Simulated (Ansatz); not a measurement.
Geometry optimisation, DFT PBE-D3(BJ), scalar-relativistic, plane waves, PAW in Ansatz.

The input (input.yaml):

```yaml
crystal:
  lattice:
    - [0.0, 5.43, 5.43]
    - [5.43, 0.0, 5.43]
    - [5.43, 5.43, 0.0]
  atoms:
    - { symbol: Si, position: [0.0, 0.0, 0.0] }
    - { symbol: Si, position: [0.125, 0.125, 0.125] }
    - { symbol: Si, position: [0.0, 0.0, 0.5] }
    - { symbol: Si, position: [0.125, 0.125, 0.625] }
    - { symbol: Si, position: [0.0, 0.5, 0.0] }
    - { symbol: Si, position: [0.125, 0.625, 0.125] }
    - { symbol: Si, position: [0.0, 0.5, 0.5] }
    - { symbol: Si, position: [0.125, 0.625, 0.625] }
    - { symbol: Si, position: [0.5, 0.0, 0.0] }
    - { symbol: Si, position: [0.625, 0.125, 0.125] }
    - { symbol: Si, position: [0.5, 0.0, 0.5] }
    - { symbol: Si, position: [0.625, 0.125, 0.625] }
    - { symbol: Si, position: [0.5, 0.5, 0.0] }
    - { symbol: Si, position: [0.625, 0.625, 0.125] }
    - { symbol: Si, position: [0.5, 0.5, 0.5] }
    - { symbol: Si, position: [0.625, 0.625, 0.625] }
    - { symbol: Ga, position: [0.3722761, 0.3755162, 0.8799296], spin: 1.0 }
magnetization:
  spin_polarized: true
basis:
  ecutwfc: 420.0
kpoints:
  mp_grid: { grid: [2, 2, 2] }
hamiltonian:
  xc: pbe
  dispersion: d3bj
  pseudopotentials: { kind: paw, azcp: { folder: soft_1 } }
scf:
  occupations: { method: gaussian, width: 0.05 }
  lower_state_search: "off"
relax:
  f_tol: 0.03
  max_steps: 60
  adjacent_minimum: "off"
```

Launched with:

```bash
$ ansatz run input.yaml --threads 2 --pin off --max-ram 5120MiB --backend cpu --events-out ev --progress --plain --runs-dir out
```

Where does it end, and by what steps?

It converged. Limits of this set-up: coarse k mesh, a small cell, in which the defect meets its images. After 3 steps the energy has fallen by 0.361 eV; Si13 moved furthest, 0.09 Å.

```
step  energy less start (eV)  largest force component (eV/Å)  accepted
   0                  0.0000                           1.081       yes
   1                 -0.3194                           0.385       yes
   2                 -0.3609                           0.036       yes
   3                 -0.3614                           0.004       yes
```

```xyz
17
Lattice="0.0000 5.4300 5.4300 5.4300 0.0000 5.4300 5.4300 5.4300 0.0000" Properties=species:S:1:pos:R:3
Si -0.013 -0.013 0.013
Si 1.359 1.358 1.326
Si 2.730 2.730 0.013
Si 4.074 4.073 1.357
Si 2.767 -0.050 2.664
Si 4.105 1.358 4.072
Si 5.417 2.730 2.700
Si 6.789 4.042 4.071
Si -0.048 2.765 2.665
Si 1.359 4.104 4.072
Si 2.730 5.417 2.700
Si 4.043 6.788 4.072
Si 2.767 2.766 5.480
Si 4.076 4.073 6.787
Si 5.383 5.382 5.478
Si 6.789 6.789 6.818
Ga 6.791 6.788 4.072
```

Whether the end is a true minimum wasn't checked by a vibrational analysis.

Time of the run: 25 s on 2 threads of Arm Neoverse V2 (shared host), peak memory 0.69 GiB.
